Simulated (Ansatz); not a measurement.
# NiP3: the cost of one run

Method: DFT r2SCAN, scalar-relativistic, plane waves, PAW, in Ansatz 0.2.0.

### Step 1. The structure to begin with

Symmetry: Im-3, No. 204, cubic system. Conventional cell: a = 7.789 Å, b = 7.789 Å, c = 7.789 Å, α = 90.00°, β = 90.00°, γ = 90.00°. Around Ni (site symmetry -3) lie 6 P at 2.28 Å. Around P (site symmetry m) lie 2 P at 2.22 to 2.24 Å and 2 Ni at 2.28 Å.

As a file:

```
CELL_PARAMETERS angstrom
-3.89428 3.89428 3.89428
3.89428 -3.89428 3.89428
3.89428 3.89428 -3.89428
ATOMIC_POSITIONS crystal
Ni 0.50000 0.00000 0.00000
Ni 0.50000 0.50000 0.50000
Ni 0.00000 0.50000 0.00000
Ni 0.00000 0.00000 0.50000
P 0.14220 0.78597 0.64377
P 0.14220 0.49843 0.35623
P 0.85780 0.50157 0.64377
P 0.35623 0.14220 0.49843
P 0.85780 0.21403 0.35623
P 0.64377 0.14220 0.78597
P 0.50157 0.64377 0.85780
P 0.64377 0.85780 0.50157
P 0.49843 0.35623 0.14220
P 0.35623 0.85780 0.21403
P 0.21403 0.35623 0.85780
P 0.78597 0.64377 0.14220
```

(A quick probe on a coarse mesh, which set the mesh and smearing, is not shown.)

### Step 3. The relaxation

Input file input.yaml:

```yaml
crystal:
  lattice:
    - [-3.8942848763, 3.8942848763, 3.8942848763]
    - [3.8942848763, -3.8942848763, 3.8942848763]
    - [3.8942848763, 3.8942848763, -3.8942848763]
  atoms:
    - { symbol: Ni, position: [0.5, 0.0, 0.0] }
    - { symbol: Ni, position: [0.5, 0.5, 0.5] }
    - { symbol: Ni, position: [0.0, 0.5, 0.0] }
    - { symbol: Ni, position: [0.0, 0.0, 0.5] }
    - { symbol: P, position: [0.14219963, 0.78597245, 0.64377281] }
    - { symbol: P, position: [0.14219963, 0.49842682, 0.35622719] }
    - { symbol: P, position: [0.85780037, 0.50157318, 0.64377281] }
    - { symbol: P, position: [0.35622719, 0.14219963, 0.49842682] }
    - { symbol: P, position: [0.85780037, 0.21402755, 0.35622719] }
    - { symbol: P, position: [0.64377281, 0.14219963, 0.78597245] }
    - { symbol: P, position: [0.50157318, 0.64377281, 0.85780037] }
    - { symbol: P, position: [0.64377281, 0.85780036, 0.50157318] }
    - { symbol: P, position: [0.49842682, 0.35622719, 0.14219963] }
    - { symbol: P, position: [0.35622719, 0.85780036, 0.21402755] }
    - { symbol: P, position: [0.21402755, 0.35622719, 0.85780037] }
    - { symbol: P, position: [0.78597245, 0.64377281, 0.14219963] }
basis:
  ecutwfc: 500
kpoints:
  mp_grid: { grid: [8, 8, 8] }
hamiltonian:
  xc: r2scan
scf:
  occupations: { method: gaussian, width: 0.1 }
output:
  forces: true
  stress: true
  eigenvalues: true
relax:
  adjacent_minimum: "off"
  f_tol: 0.01
  max_steps: 80
  cell: { stress_tol: 0.05 }
```

Started as:

```sh
$ ansatz run input.yaml --threads 4 --pin off --max-ram 8192MiB --backend cpu --events-out ev --progress --plain --runs-dir out
```

Q: Estimate wall time and peak memory on 4 threads of Arm Neoverse V1, shared host.

About 2.2 min, with a peak of 1.7 GiB.
